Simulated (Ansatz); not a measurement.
# CH5AsSi: the cost of one run

Method: the settings change from run to run; program: Ansatz 0.2.0, Gaussian basis.

## Step 1: The geometry

The geometry comes from an earlier relaxation with PBE0-D4 in a triple-zeta def2 set; it is a stationary point, not always the lowest conformer.

SMILES `C1[SiH2][AsH]1`, 8 atoms, charge 0, spin multiplicity 1.

Atoms are counted from 1 here; the program's logs count them from 0.

Bond lengths: C1–Si2 1.843 Å, C1–As3 2.046 Å, C1–H4 1.084 Å, C1–H5 1.086 Å, Si2–As3 2.317 Å, Si2–H6 1.480 Å, Si2–H7 1.479 Å, As3–H8 1.526 Å. Angles: Si2–C1–As3 72.9°, Si2–C1–H4 121.0°, Si2–C1–H5 118.1°, As3–C1–H4 114.8°, As3–C1–H5 110.5°, H4–C1–H5 112.8°, C1–Si2–As3 57.6°, C1–Si2–H6 117.5°, C1–Si2–H7 118.2°, As3–Si2–H6 118.8°, As3–Si2–H7 119.8°, H6–Si2–H7 113.8°, C1–As3–Si2 49.5°, C1–As3–H8 92.8°, Si2–As3–H8 89.3°.

## Step 2: wB97X-V/def2-SVPD

Options: charge +1, multiplicity 2.

Contents of in.yaml:

```yaml
crystal:
  periodic: [false, false, false]
  atoms:
    - {symbol: C, position_ang: [-0.770289, 0.017894, -0.575993]}
    - {symbol: Si, position_ang: [0.707832, 0.663140, 0.315663]}
    - {symbol: As, position_ang: [-0.538107, -1.122687, 1.107201]}
    - {symbol: H, position_ang: [-0.667219, -0.524028, -1.509291]}
    - {symbol: H, position_ang: [-1.690682, 0.591835, -0.522289]}
    - {symbol: H, position_ang: [0.581297, 1.973921, 0.990481]}
    - {symbol: H, position_ang: [2.040832, 0.422339, -0.277138]}
    - {symbol: H, position_ang: [0.428436, -2.079414, 0.415567]}
basis:
  gaussian: {orbitals: def2-SVPD}
total_charge: 1
magnetization: {spin_polarized: true, initial_magnetization: 1}
hamiltonian: {xc: {name: wB97X-V}}
output: {forces: true}
```

On the command line:

```
$ ansatz run in.yaml --threads 2 --pin off --events-out ev --progress --plain --max-ram 4352MiB
```

What time and memory should one allow on 2 threads of Arm Neoverse V2, shared host?

About 18 s, with a peak of 0.57 GiB.
